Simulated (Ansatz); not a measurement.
# CHBFNO: basis-set convergence

Aim: see how fast density functionals and correlated methods converge with the basis set for CHBFNO.

Method: one geometry, several basis sets; program: Ansatz 0.2.0, Gaussian basis.

Levels to be run: PBE0-D4/def2-SVP; ωB97M-V/def2-SVP; PBE0-D4/def2-QZVPP; ωB97M-V/def2-QZVPP; CCSD(T)/cc-pV(D+d)Z; CCSD(T)/cc-pV(T+d)Z; CCSD(T)/cc-pV(Q+d)Z; the functionals' def2-TZVPP values are taken from earlier runs.

## (1) The relaxed structure

The geometry comes from an earlier relaxation with PBE0-D4/def2-TZVP; it is a stationary point.

SMILES `O=C=NBF`, 6 atoms, charge 0, spin multiplicity 1.

Atoms are counted from 1 here; the program's logs count them from 0.

Bond lengths: O1–C2 1.158 Å, C2–N3 1.203 Å, N3–B4 1.416 Å, B4–F5 1.318 Å, B4–H6 1.193 Å. Angles: O1–C2–N3 175.6°, C2–N3–B4 144.6°, N3–B4–F5 118.1°, N3–B4–H6 122.6°, F5–B4–H6 119.2°.

## (2) PBE0-D4 in def2-SVP

Contents of in.yaml:

```yaml
crystal:
  periodic: [false, false, false]
  atoms:
    - {symbol: O, position_ang: [0.762894, -2.231944, 1.101509]}
    - {symbol: C, position_ang: [0.520301, -1.291855, 0.470100]}
    - {symbol: N, position_ang: [0.321438, -0.351507, -0.253230]}
    - {symbol: B, position_ang: [-0.342743, 0.893888, -0.371466]}
    - {symbol: F, position_ang: [-0.199121, 1.570844, -1.493016]}
    - {symbol: H, position_ang: [-1.020768, 1.346574, 0.500003]}
basis:
  gaussian: {orbitals: def2-SVP}
hamiltonian: {xc: pbe0, dispersion: d4}
output: {orbitals: {seedname: orbitals}}
```

Run with:

```console
$ ansatz run in.yaml --threads 2 --pin off --events-out ev --progress --plain --max-ram 22528MiB --backend cpu
```

After this run come: ωB97M-V in def2-SVP; PBE0-D4 in def2-QZVPP; ωB97M-V in def2-QZVPP; CCSD(T) in cc-pV(D+d)Z; CCSD(T) in cc-pV(T+d)Z; CCSD(T) in cc-pV(Q+d)Z.

Before running them: what should the planned runs give, taken together? Wanted: MP2 correlation recovered, cc-pV(D+d)Z; MP2 correlation recovered, cc-pV(T+d)Z; MP2 correlation recovered, cc-pV(Q+d)Z; difference of two CCSD(T) limits: def2 sets; PBE0-D4: double and triple zeta above quadruple; ωB97M-V: double and triple zeta above quadruple.

As calculated:

| quantity | value |
| --- | --- |
| MP2 correlation recovered, cc-pV(D+d)Z | 70.0 % |
| MP2 correlation recovered, cc-pV(T+d)Z | 88.3 % |
| MP2 correlation recovered, cc-pV(Q+d)Z | 95.1 % |
| difference of two CCSD(T) limits: def2 sets (earlier runs) less this series | 42 meV |
| PBE0-D4: double and triple zeta above quadruple | 9.74, 0.42 eV |
| ωB97M-V: double and triple zeta above quadruple | 9.94, 0.39 eV |

PBE0-D4 gains 9.32 eV from double to triple zeta, then 0.42 eV more. In cc-pV(D+d)Z MP2 holds 70 % of its limit, in cc-pV(Q+d)Z 95 %, while Hartree-Fock is within 0.182 eV in the largest set. A limit from the def2 sets, made apart, differs by 42 meV, a least measure of the doubt on such a limit. Total energies overstate the basis error of differences, where much of it tends to cancel.
